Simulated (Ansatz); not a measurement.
# H₉NOSi₃: geometry optimisation

What shape does H₉NOSi₃ take? The plan is to relax it.

Method: RKS PBE0-D4/def2-TZVP; program: Ansatz 0.2.0, Gaussian basis.

The runs, in order: relaxation at PBE0-D4/def2-TZVP.

1 further run of the same task is left out (set aside as unsound or not needed).

### 1 Where the work starts

SMILES `N[SiH]([SiH3])O[SiH3]`, 14 atoms, charge 0, spin multiplicity 1.

Atoms are counted from 1 here; the program's logs count them from 0.

Bond lengths: N1–Si2 1.726 Å, N1–H6 1.008 Å, N1–H7 1.006 Å, Si2–Si3 2.295 Å, Si2–O4 1.629 Å, Si2–H8 1.475 Å, Si3–H9 1.470 Å, Si3–H10 1.469 Å, Si3–H11 1.468 Å, O4–Si5 1.611 Å, Si5–H12 1.463 Å, Si5–H13 1.462 Å, Si5–H14 1.463 Å. Angles: Si2–N1–H6 118.8°, Si2–N1–H7 119.7°, H6–N1–H7 110.0°, N1–Si2–Si3 108.2°, N1–Si2–O4 105.3°, N1–Si2–H8 114.0°, Si3–Si2–O4 111.0°, Si3–Si2–H8 117.3°, O4–Si2–H8 100.2°, Si2–Si3–H9 111.9°, Si2–Si3–H10 112.1°, Si2–Si3–H11 115.5°, H9–Si3–H10 105.1°, H9–Si3–H11 105.8°, H10–Si3–H11 105.6°, Si2–O4–Si5 159.8°, O4–Si5–H12 109.4°, O4–Si5–H13 105.7° and more.

Geometry (Å):

```xyz
14
charge 0, multiplicity 1
N    -1.93921    0.40925    0.32358
Si   -0.68098   -0.38278   -0.55333
Si    0.37981    1.18137   -1.85449
O     0.32516   -0.97815    0.58056
Si    1.32754   -1.02054    1.84111
H    -2.32921   -0.04774    1.13352
H    -2.66242    0.89920   -0.17618
H    -1.10385   -1.63406   -1.20952
H    -0.56036    2.17126   -2.40012
H     1.02474    0.57888   -3.02918
H     1.43025    1.95551   -1.18124
H     1.43956    0.31929    2.41725
H     2.60799   -1.48930    1.31334
H     0.74097   -1.96219    2.79471
```

The start is a GFN2-xTB geometry.

### 2 Optimising with PBE0-D4/def2-TZVP

in.yaml reads:

```yaml
crystal:
  periodic: [false, false, false]
  atoms:
    - {symbol: N, position_ang: [-1.939210, 0.409250, 0.323580]}
    - {symbol: Si, position_ang: [-0.680980, -0.382780, -0.553330]}
    - {symbol: Si, position_ang: [0.379810, 1.181370, -1.854490]}
    - {symbol: O, position_ang: [0.325160, -0.978150, 0.580560]}
    - {symbol: Si, position_ang: [1.327540, -1.020540, 1.841110]}
    - {symbol: H, position_ang: [-2.329210, -0.047740, 1.133520]}
    - {symbol: H, position_ang: [-2.662420, 0.899200, -0.176180]}
    - {symbol: H, position_ang: [-1.103850, -1.634060, -1.209520]}
    - {symbol: H, position_ang: [-0.560360, 2.171260, -2.400120]}
    - {symbol: H, position_ang: [1.024740, 0.578880, -3.029180]}
    - {symbol: H, position_ang: [1.430250, 1.955510, -1.181240]}
    - {symbol: H, position_ang: [1.439560, 0.319290, 2.417250]}
    - {symbol: H, position_ang: [2.607990, -1.489300, 1.313340]}
    - {symbol: H, position_ang: [0.740970, -1.962190, 2.794710]}
basis:
  gaussian: {orbitals: def2-TZVP}
hamiltonian: {xc: pbe0, dispersion: d4}
relax: {f_tol: 0.005, max_steps: 150}
```

The run is started by

```
ansatz run in.yaml --threads 2 --pin off --events-out ev --progress --plain --max-ram 22528MiB --backend cuda --devices 0, --max-vram 18GiB
```

Before running them: what should the planned runs give, taken together? Wanted: point group; shift from the start; total energy; dispersion term; dipole moment.

As calculated:

```
                  quantity           value
               point group              C1
                     steps              39
shift from the start (rms)         0.603 Å
              total energy  -27308.0698 eV
           dispersion term        -301 meV
             dipole moment          1.72 D
```

The relaxed geometry lies 0.60 Å (rms) from the start; the bond that changed most is Si2–Si3, from 2.295 to 2.343 Å. No vibrations were run, so it is not proven to be a minimum. The largest Mulliken charge, -0.63 e, sits on N1.
